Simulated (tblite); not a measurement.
# C6H11ClO2Si: the cost of one run

The runs use tblite 0.8.0 and PySCF 2.14.0, with density-fitted response routines of our own; the level of theory stands in each step. All values are computed, except where a source is named. Atoms are numbered from 0 throughout.

## 1. Starting geometry

21 atoms, charge 0, multiplicity 1; geometry from: force field or distance geometry start.

Bonds of the start (Å): C0–O1 1.40, O1–C2 1.38, C2–C3 1.51, C2–C4 1.30, C4–C5 1.48, C5–O6 1.27, C4–C7 1.48, C7–Si8 1.87, Si8–Cl9 2.09, C0–H10 1.11, C0–H11 1.13, C0–H12 1.08, C3–H13 1.10, C3–H14 1.11, C3–H15 1.11, C5–H16 1.06, C7–H17 1.10, C7–H18 1.13, Si8–H19 1.47, Si8–H20 1.46.

## 2. Relaxing the molecule with GFN2-xTB

The job: settings as JSON, then the geometry in Å.

```
{"job": {"kind": "relax", "xc": "GFN2-xTB", "basis": "xTB"}, "charge": 0, "multiplicity": 1}
C     -0.618300    -1.405500    -1.955500
O     -0.040800    -0.953000    -0.758600
C     -0.495700     0.232200    -0.221100
C     -1.689300     0.926500    -0.831300
C      0.086400     0.772100     0.808400
C     -0.470300     2.047000     1.307000
O      0.058800     2.637800     2.304000
C      1.269100     0.250200     1.522900
Si     1.936000    -1.359300     0.852800
Cl     2.762800    -1.155300    -1.058600
H     -0.178300    -2.358900    -2.301600
H     -1.701500    -1.599800    -1.715600
H     -0.470600    -0.639000    -2.706900
H     -1.977600     0.420100    -1.767500
H     -2.494700     0.889800    -0.068300
H     -1.415300     1.967800    -1.085900
H     -1.309500     2.516000     0.866900
H      2.061600     1.007300     1.553100
H      0.891800     0.008800     2.560100
H      2.929100    -1.837400     1.832700
H      0.857300    -2.350200     0.862400
```

Started as:

```sh
> OMP_NUM_THREADS=1 python probes_run.py task.json out
```

One launch serves the whole session: the jobs run in the order shown.

Q: Estimate the wall time and peak memory of this first job on 1 thread of Arm Neoverse V1, shared host.

About 2.4 s, with a peak of 0.18 GiB.
